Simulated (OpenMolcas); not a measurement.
# SiCl2OF (SMILES [O][Si](F)(Cl)Cl) at 6 levels

Wanted: a comparison of 6 runs (UHF/STO-3G, UHF/cc-pVDZ, U-r2SCAN/cc-pVDZ, U-revPBE/cc-pVDZ, UB3LYP/6-31G*, UPBE0/cc-pVDZ) of SiCl2OF. 

The results are computed with OpenMolcas 26.06.

## 1. The molecule

SiCl2OF has 5 atoms, charge 0, and is taken as a doublet. As SMILES, `[O][Si](F)(Cl)Cl`. The shape is that of a PBE0-D4/def2-TZVP optimisation.

Bond lengths: O1–Si2 1.643 Å, Si2–F3 1.574 Å, Si2–Cl4 2.012 Å, Si2–Cl5 2.011 Å. Angles: O1–Si2–F3 113.3°, O1–Si2–Cl4 105.6°, O1–Si2–Cl5 107.2°, F3–Si2–Cl4 108.3°, F3–Si2–Cl5 107.9°, Cl4–Si2–Cl5 114.8°.

## 2. Energy and gradient at UHF/STO-3G (run 1)

Contents of coord.xyz:

```xyz
5

O      1.205200    -1.120900     0.351000
Si     0.002000    -0.037300     0.071900
F     -0.944500     0.175500     1.311100
Cl    -1.088600    -0.815800    -1.428500
Cl     0.875700     1.725000    -0.347000
```

Contents of test.inp:

```
&gateway
  baslib=$CurrDir
  coord=coord.xyz
  basis=STO-3G
  group=NoSym

&seward

&scf
  uhf
  spin=2
  thresholds=1e-10 1e-07 1e-07 1e-05
  prorbitals=1 2

&alaska
```

The basis set STO-3G is read from a file made from the Basis Set Exchange's data (not shown).

Started as:

```
$ export MOLCAS_MEM=1860
$ pymolcas test.inp > test.log
```

The log of the run:

```text
--- Start Module: gateway ---
[...]
--- Stop Module: gateway /rc=_RC_ALL_IS_WELL_ ---
[...]
      Basis functions           37
[...]
--- Start Module: scf ---
[...]
       Convergence after  27 Iterations
[...]
::    Total SCF energy                              -1366.7632690728
[...]
      Total spin, S                                     0.5021217361
[...]
      Total electronic charge=   65.000000
      Total            charge=   -0.000000
[...]
      Dipole Moment (debye):
      Origin of the operator (angstrom)=   -0.0456    0.1216   -0.2224
                   X= -1.1084E-02               Y= -5.4550E-01               Z=  1.3691E+00           Total=  1.4738E+00
      Quadrupole Moment (debye*angstrom):
[...]
--- Stop Module: scf /rc=_RC_ALL_IS_WELL_ ---
[...]
--- Start Module: alaska ---
[...]
 *              Molecular gradients               *
 **************************************************
  Irreducible representation: a
 ------------------------------------------------------------------------------------------
                              X                       Y                       Z
 ------------------------------------------------------------------------------------------
  O1               -3.29452613518875E-02    3.06294083965124E-02   -1.10102535654057E-02
  SI2               1.81972713044598E-02   -8.31784315237760E-03   -1.35926935995914E-02
  F3                8.12679348947043E-03   -1.17998322028834E-03   -1.23427681069543E-02
  CL4               1.94063624060199E-02    1.00380709450363E-02    2.72872052247415E-02
  CL5              -1.27851658480971E-02   -3.11696529688561E-02    9.65851004722929E-03
 ------------------------------------------------------------------------------------------
--- Stop Module: alaska /rc=_RC_ALL_IS_WELL_ ---
[...]
```

Wall time 4.8 s (1 thread of AMD EPYC 7R43 (Zen 3), shared host); peak memory 0.37 GiB.

## 3. Energy and gradient at UHF/cc-pVDZ (run 2)

Contents of mol.inp:

```
&GATEWAY
 BasLib = $CurrDir
 Coord
 5
 angstrom
 O        1.205200      -1.120900       0.351000
 Si       0.002000      -0.037300       0.071900
 F       -0.944500       0.175500       1.311100
 Cl      -1.088600      -0.815800      -1.428500
 Cl       0.875700       1.725000      -0.347000
 Basis = cc-pVDZ
 Group = NoSym

&SEWARD

&SCF
 UHF
 Spin = 2
 Thresholds = 1e-10 1e-07 1e-07 1e-05
 PrOrbitals = 0

&ALASKA
```

The basis set cc-pVDZ is read from a file made from the Basis Set Exchange's data (not shown).

Started as:

```
$ export MOLCAS_MEM=1860
$ pymolcas mol.inp > mol.log
```

The log of the run:

```text
--- Start Module: gateway ---
[...]
--- Stop Module: gateway /rc=_RC_ALL_IS_WELL_ ---
[...]
      Basis functions           82
[...]
--- Start Module: scf ---
[...]
       Convergence after  27 Iterations
[...]
::    Total SCF energy                              -1382.3946728979
[...]
      Total spin, S                                     0.5025865035
[...]
      Total electronic charge=   65.000000
      Total            charge=   -0.000000
[...]
      Dipole Moment (debye):
      Origin of the operator (angstrom)=   -0.0456    0.1216   -0.2224
                   X= -6.3537E-02               Y=  3.2252E-01               Z= -4.9388E-01           Total=  5.9327E-01
      Quadrupole Moment (debye*angstrom):
[...]
--- Stop Module: scf /rc=_RC_ALL_IS_WELL_ ---
[...]
--- Start Module: alaska ---
[...]
 *              Molecular gradients               *
 **************************************************
  Irreducible representation: a
 ------------------------------------------------------------------------------------------
                              X                       Y                       Z
 ------------------------------------------------------------------------------------------
  O1               -1.72344063552856E-02    1.59197385585976E-02   -6.86731687942910E-03
  SI2              -9.99699021210665E-04   -6.70989793069010E-03    1.90676545674151E-02
  F3                1.53659820432814E-02   -2.76534840861098E-03   -2.18363113594435E-02
  CL4               6.40409661713193E-03    2.75590298591233E-03    7.49395604212921E-03
  CL5              -3.53597328383159E-03   -9.20039520523730E-03    2.14201762935229E-03
 ------------------------------------------------------------------------------------------
--- Stop Module: alaska /rc=_RC_ALL_IS_WELL_ ---
[...]
```

It took 16 s on 1 thread of AMD EPYC 7R43 (Zen 3), shared host; peak memory 0.46 GiB.

## 4. The energy at U-r2SCAN/cc-pVDZ (run 3)

Contents of test.inp:

```
* Cl2FOSi Kohn-Sham DFT
&GATEWAY
BasLib
$CurrDir
Coord
5
angstrom
O        1.205200      -1.120900       0.351000
Si       0.002000      -0.037300       0.071900
F       -0.944500       0.175500       1.311100
Cl      -1.088600      -0.815800      -1.428500
Cl       0.875700       1.725000      -0.347000
Basis
cc-pVDZ
Group
NoSym
&SEWARD
GridInput
Grid=UltraFine
End of Grid
&SCF
UHF
Spin
2
KSDFT
2
1.0 MGGA_X_R2SCAN
1.0 MGGA_C_R2SCAN
Thresholds
1e-10 1e-07 1e-07 1e-05
PrOrbitals
1 2
```

The basis set cc-pVDZ is read from a file made from the Basis Set Exchange's data (not shown).

Started as:

```
$ export MOLCAS_MEM=1860
$ pymolcas test.inp > test.log
```

The log of the run:

```text
--- Start Module: gateway ---
[...]
--- Stop Module: gateway /rc=_RC_ALL_IS_WELL_ ---
--- Start Module: seward ---
[...]
      Basis functions           82
--- Stop Module: seward /rc=_RC_ALL_IS_WELL_ ---
[...]
--- Start Module: scf ---
[...]
       Convergence after  24 Iterations
[...]
::    Total KS-DFT energy                           -1384.9255958692
[...]
      Total spin, S                                     0.5019107348
[...]
      Total electronic charge=   65.000000
      Total            charge=   -0.000000
[...]
      Dipole Moment (debye):
      Origin of the operator (angstrom)=   -0.0456    0.1216   -0.2224
                   X= -3.3685E-01               Y=  5.2094E-01               Z= -5.9888E-01           Total=  8.6226E-01
      Quadrupole Moment (debye*angstrom):
[...]
--- Stop Module: scf /rc=_RC_ALL_IS_WELL_ ---
[...]
```

Wall time 70 s (1 thread of AMD EPYC 7R43 (Zen 3), shared host); peak memory 0.46 GiB.

Runs 4 to 5 aren't shown in full; the table further down has their settings and results.

## 5. Energy and forces at UPBE0/cc-pVDZ (run 6)

Contents of job.inp:

```
&GATEWAY
BASLIB = $CurrDir
COORD
5
angstrom
O        1.205200      -1.120900       0.351000
Si       0.002000      -0.037300       0.071900
F       -0.944500       0.175500       1.311100
Cl      -1.088600      -0.815800      -1.428500
Cl       0.875700       1.725000      -0.347000
BASIS = cc-pVDZ
GROUP = NoSym
&SEWARD
GRIDINPUT
Grid=UltraFine
End of Grid
&SCF
UHF
SPIN = 2
KSDFT = PBE0
THRESHOLDS = 1e-10 1e-07 1e-07 1e-05
PRORBITALS = 1 1
&ALASKA
```

The basis set cc-pVDZ is read from a file made from the Basis Set Exchange's data (not shown).

Started as:

```
$ export MOLCAS_MEM=1860
$ pymolcas job.inp > job.log
```

The log of the run:

```text
--- Start Module: gateway ---
[...]
--- Stop Module: gateway /rc=_RC_ALL_IS_WELL_ ---
[...]
      Basis functions           82
[...]
--- Start Module: scf ---
[...]
       Convergence after  23 Iterations
[...]
::    Total KS-DFT energy                           -1384.4867137458
[...]
      Total spin, S                                     0.5015166025
[...]
      Total electronic charge=   65.000000
      Total            charge=   -0.000000
[...]
      Dipole Moment (debye):
      Origin of the operator (angstrom)=   -0.0456    0.1216   -0.2224
                   X= -2.2738E-01               Y=  4.3462E-01               Z= -5.6117E-01           Total=  7.4533E-01
      Quadrupole Moment (debye*angstrom):
[...]
--- Stop Module: scf /rc=_RC_ALL_IS_WELL_ ---
[...]
--- Start Module: alaska ---
[...]
 *              Molecular gradients               *
 **************************************************
  Irreducible representation: a
 ------------------------------------------------------------------------------------------
                              X                       Y                       Z
 ------------------------------------------------------------------------------------------
  O1               -1.77074385953269E-02    1.57410527262130E-02   -3.58077704884430E-03
  SI2              -7.98347814692479E-03   -3.73606360646006E-03    2.25739722254437E-02
  F3                2.41793812705673E-02   -5.78810338130165E-03   -3.07559462919329E-02
  CL4               6.55725313472644E-03    4.40365348227090E-03    9.05318276773315E-03
  CL5              -5.04571766295570E-03   -1.06205392208558E-02    2.70956834758795E-03
 ------------------------------------------------------------------------------------------
--- Stop Module: alaska /rc=_RC_ALL_IS_WELL_ ---
[...]
```

Run time: 60 s. Hardware: 1 thread of AMD EPYC 7R43 (Zen 3), shared host; peak memory 0.46 GiB.

## 6. Overview of the runs

```
run                                level      task  integration grid   energy (Eh)  dipole moment (D)  HOMO energy (eV)  LUMO energy (eV)  wall time
  1                           UHF/STO-3G  gradient                 –  -1366.763269               1.47            -11.05              6.08      4.8 s
  2                          UHF/cc-pVDZ  gradient                 –  -1382.394673               0.59            -13.42              0.59       16 s
  3                     U-r2SCAN/cc-pVDZ    energy         UltraFine  -1384.925596               0.86             -8.38             -6.61       70 s
  4                     U-revPBE/cc-pVDZ  gradient         UltraFine  -1384.783976               1.09             -7.68             -6.92       59 s
  5  UB3LYP/6-31G* (spherical functions)  gradient         UltraFine  -1385.055536               0.72             -9.46             -6.13       51 s
  6                        UPBE0/cc-pVDZ  gradient         UltraFine  -1384.486714               0.75             -9.73             -5.58       60 s
```

## 7. Results

```
                                 quantity           value
                      run 6: total energy  -1384.48671 Eh
                     run 6: dipole moment          0.75 D
run 6: HOMO energy (highest over α and β)        -9.73 eV
 run 6: LUMO energy (lowest over α and β)        -5.58 eV
                              run 6: ⟨S²⟩           0.753
          run 6: largest force on an atom      2.034 eV/Å
```

**Reading.** The dipole moment (its size) runs from 0.59 D (UHF/cc-pVDZ) to 1.47 D (UHF/STO-3G). The two dipoles point in opposite directions. Totals of different functionals can't be ranked against each other. In run 1 the basis is minimal, so the values are rough. All runs together took 4.4 min, the longest 70 s.
